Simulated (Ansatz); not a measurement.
## Cd2S in Ansatz: convergence with ecutfock ratio

The system is Cd2S.

```xyz
3
Lattice="3.9627 0.0000 0.0000 -1.9813 3.4318 0.0000 0.0000 0.0000 5.8092" Properties=species:S:1:pos:R:3 pbc="T T T"
Cd    0.0000    2.2878    5.4183
Cd    1.9813    1.1439    3.3620
S     0.0000    2.2878    2.1245
```

The cell comes from a database or a generator and needn't be the stable form of this composition.

| Quantity | Value |
| --- | --- |
| Program | Ansatz 0.2.0 |
| Task | convergence study |
| Functional | HSE06 |
| Potentials or basis | Ansatz PAW |
| Cutoff | 420 eV |
| Density cutoff | 1680 eV |
| k mesh | 4 × 4 × 3 |
| Occupations | gaussian, width 0.1 eV |
| Spin | no spin polarisation |

These are the settings of the first run; the series varies ecutfock ratio, with any setting tied to it.

Hardware: 2 threads of Intel(R) Xeon(R) 6975P-C (Granite Rapids) (shared host).

Task: The values tried are 1, 2, 3, 4, loosest first. From which on does the energy stay within 1 meV/atom of the tightest run that finished?

Result: From 2 on.

| ecutfock ratio | energy less the tightest run, at zero smearing (meV/atom) | SCF cycles | CPU time (s) | peak memory (GiB) |
| --- | --- | --- | --- | --- |
| 1 | 61.87 | 19 | 28 | 0.81 |
| 2 | 0.05 | 18 | 29 | 0.9 |
| 3 | 0.00 | 18 | 34 | 0.97 |
| 4 | 0.00 | 18 | 34 | 0.99 |

The tightest run that finished is the yardstick and may itself not be fully converged.

Caveat, for the tightest run too: the k mesh is coarse (spacing up to 0.46 Å⁻¹), so the values aren't converged, least of all with exact exchange.
